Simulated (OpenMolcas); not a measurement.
# Hf³⁺ among point charges: CASSCF levels and susceptibility

Aim: the splitting of the states of Hf³⁺ in the field of 6 point charges, its lowest levels with spin-orbit coupling and its magnetic susceptibility.

Method: state-averaged CASSCF, spin-orbit coupling by RASSI with atomic mean-field integrals. Code: OpenMolcas 26.06.

1 further run of the same task is left out (it didn't finish).

**1. Starting point**

```
Species                           : Hf³⁺ (hafnium, Z = 72, 69 electrons)
Basis                             : ANO-RCC-VTZP [8s7p5d3f2g1h], 104 functions
Scalar Hamiltonian                : DKH2, point nucleus
Inactive shells                   : 1s 2s 2p 3s 3p 3d 4s 4p 4d 4f 5s 5p
Active space                      : 1 electron in 5 orbitals (5d)
Some configurations of this space : 5d
Orbitals                          : optimised for each spin and parity, averaged over all roots
```

The outer shells:

5d
```
5d [↑ ][  ][  ][  ][  ]
```

The ion sits among 6 point charges of -1.7 e arranged as a trigonal prism (D3h), 2.26 Å from the ion, with a polar angle of 53.0° against the regular 49.1°. The active orbitals were held to one l.

Each step is its own input file, run in one work folder so that later steps find the files of earlier ones. Labels, J, g values, rates, χT and fits are worked out afterwards by a script from the matrices that RASSI stores.

**2. GATEWAY and SEWARD: basis and integrals**

Contents of a.inp:

```
&GATEWAY
Coord
1

Hf 0.0 0.0 0.0
Basis=ANO-RCC-VTZP
Group=NoSym
NoMove
AngMom=0.0 0.0 0.0
AMFI
XField
6 Angstrom 0
1.805581 0.000000 1.359220 -1.700000
-0.902790 1.563679 1.359220 -1.700000
-0.902790 -1.563679 1.359220 -1.700000
1.805581 0.000000 -1.359220 -1.700000
-0.902790 1.563679 -1.359220 -1.700000
-0.902790 -1.563679 -1.359220 -1.700000
&SEWARD
```

Run with:

```
OMP_NUM_THREADS=1 MOLCAS_MEM=1689 MOLCAS_PROJECT=a pymolcas a.inp > a.log
```

**3. Reference wave functions, doublets, 5 roots**

Contents of a.inp:

```
&RASSCF
FileOrb=start.orb
Symmetry=1
Spin=2
nActEl=1 0 0
Inactive=34
Ras2=5
CIRoot=5 5 1
SDav=5
CIMx=300
Iter=120 100
PrWF=0.3
OrbListing=Nothing
MaxOrb=0
SupSym
1
25 10 11 12 13 14 19 20 21 22 23 35 36 37 38 39 52 53 54 55 56 57 58 59
60 61
>>> COPY $Project.JobIph JOB001
```

start.orb holds the contracted functions of the basis, ordered by shell, or the orbitals of the step before.

**4. State interaction with spin-orbit coupling**

Contents of a.inp:

```
&RASSI
NrOfJobIphs=1 5
1 2 3 4 5
IphNames
JOB001
EJob
SpinOrbit
DIPRint=1.0
SOCoupling=1000.0
Subsets=2
Property=9
'ANGMOM' 1 'ANGMOM' 2 'ANGMOM' 3 'MLTPL  1' 1 'MLTPL  1' 2 'MLTPL  1' 3
'AMFI' 1 'AMFI' 2 'AMFI' 3
SOProperty=3
'ANGMOM' 1 'ANGMOM' 2 'ANGMOM' 3
```

Q: Predict the outcome of this session. Wanted: spin-free ground state; first state of the same spin within the active space; lowest level; next level.

The runs gave:

```
                                            quantity                              value
                                              method                             CASSCF
                              spin-free ground state    2A1, 1-fold in its orbital part
first state of the same spin within the active space                    2E at 2850 cm⁻¹
                                        lowest level  2-fold E1/2, g = 0.81, 0.81, 1.90
                                          next level                        1178.6 cm⁻¹
                                         χT at 300 K                     0.19 cm³ K/mol
                           effective moment at 300 K                            1.24 μB
```

The spin-free ground state (2A1) comes to 100 % from free-ion D terms and keeps the highest spin of the shell. χT at 300 K is 0.19, against 0.38 cm³ K/mol for the spin alone, so orbital moment lowers it. The field of point charges can differ much from that of real complexes. This is an electrostatic model: the charges have no orbitals.
